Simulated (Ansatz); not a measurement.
**CH5FGeO2: one species, many methods**

An exercise on one series of results from a longer session: the logs are not shown, and one member is left open.

Method: functionals in def2-TZVPP, the program's frozen cores in correlated methods; program: Ansatz 0.2.0, Gaussian basis.

Levels to be run: PBE-D4, r2SCAN-D4, PBE0-D4, B3LYP-D4, ωB97X-V, ωB97M-V, B2PLYP; CCSD(T)/def2-TZVPP; MP2/def2-QZVPP; extrapolation to the limit.

## Structure used throughout

All runs share one geometry, relaxed beforehand with PBE0-D4 in a triple-zeta def2 set.

10 atoms, charge 0, spin multiplicity 1.

Atoms are counted from 1 here; the program's logs count them from 0.

Bond lengths: O1–C2 1.382 Å, O1–H6 0.962 Å, C2–F3 1.392 Å, C2–O4 1.338 Å, C2–H7 1.096 Å, O4–Ge5 1.814 Å, Ge5–H8 1.532 Å, Ge5–H9 1.532 Å, Ge5–H10 1.531 Å. Angles: C2–O1–H6 108.9°, O1–C2–F3 107.4°, O1–C2–O4 110.0°, O1–C2–H7 112.8°, F3–C2–O4 110.9°, F3–C2–H7 105.5°, O4–C2–H7 110.0°, C2–O4–Ge5 119.5°, O4–Ge5–H8 109.8°, O4–Ge5–H9 108.8°, O4–Ge5–H10 101.4°, H8–Ge5–H9 112.4°, H8–Ge5–H10 112.2°, H9–Ge5–H10 111.7°.

Coordinates:

| atom | x (Å) | y (Å) | z (Å) |
| --- | --- | --- | --- |
| O1 | 0.5800 | 0.1973 | 1.3941 |
| C2 | 0.7899 | -0.7990 | 0.4595 |
| F3 | -0.0974 | -1.8326 | 0.7451 |
| O4 | 0.5855 | -0.3206 | -0.7734 |
| Ge5 | -0.7846 | 0.8305 | -1.0690 |
| H6 | 0.5476 | -0.1996 | 2.2701 |
| H7 | 1.7900 | -1.2433 | 0.5282 |
| H8 | -2.0347 | 0.3517 | -0.3249 |
| H9 | -0.3515 | 2.2351 | -0.6376 |
| H10 | -0.9417 | 0.7294 | -2.5890 |

Set-up of the first run:

The input, in.yaml:

```yaml
crystal:
  periodic: [false, false, false]
  atoms:
    - {symbol: O, position_ang: [0.579966, 0.197316, 1.394089]}
    - {symbol: C, position_ang: [0.789919, -0.798954, 0.459509]}
    - {symbol: F, position_ang: [-0.097356, -1.832631, 0.745136]}
    - {symbol: O, position_ang: [0.585470, -0.320643, -0.773361]}
    - {symbol: Ge, position_ang: [-0.784616, 0.830520, -1.069031]}
    - {symbol: H, position_ang: [0.547641, -0.199641, 2.270056]}
    - {symbol: H, position_ang: [1.789997, -1.243264, 0.528185]}
    - {symbol: H, position_ang: [-2.034676, 0.351693, -0.324926]}
    - {symbol: H, position_ang: [-0.351451, 2.235136, -0.637621]}
    - {symbol: H, position_ang: [-0.941695, 0.729368, -2.589036]}
basis:
  gaussian: {orbitals: def2-TZVPP}
hamiltonian: {xc: pbe, dispersion: d4}
output: {forces: true, orbitals: {seedname: orbitals}}
```

Launch:

```console
ansatz run in.yaml --threads 4 --pin off --events-out ev --progress --plain --max-ram 10444MiB
```

Steps of the session up to this table: PBE-D4 (GGA); r2SCAN-D4 (meta-GGA); PBE0-D4 (hybrid); B3LYP-D4 (hybrid); ωB97X-V (range-separated); ωB97M-V (range-separated); B2PLYP (double hybrid); CCSD(T) in def2-TZVPP; MP2 in def2-QZVPP.

One table of the session follows, with a row left open; its other results are not shown here.

It belongs to the step «Atomisation energies». 

| method | atomisation energy (kJ/mol) |
| --- | --- |
| PBE-D4 | 3553.2 |
| r2SCAN-D4 | 3492.0 |
| PBE0-D4 | 3454.8 |
| B3LYP-D4 | 3454.7 |
| ωB97X-V | 3498.7 |
| ωB97M-V | 3481.2 |
| B2PLYP | 3432.9 |
| HF/def2-TZVPP | ? |
| MP2/def2-TZVPP | 3481.6 |
| CCSD/def2-TZVPP | 3342.4 |
| CCSD(T)/def2-TZVPP | 3404.2 |
| MP2/CBS | 3570.7 |
| CCSD(T)/CBS | 3493.3 |

Estimate the missing values for HF/def2-TZVPP.

As computed: atomisation energy (kJ/mol): 2377.7. In the column «atomisation energy (kJ/mol)» it is the lowest.

Caveats from the session: Free atoms (2 O, 1 C, 1 F, 1 Ge, 5 H) were run apart at each level; the atomisation energy is their sum less the molecule, without zero-point or spin-orbit terms.
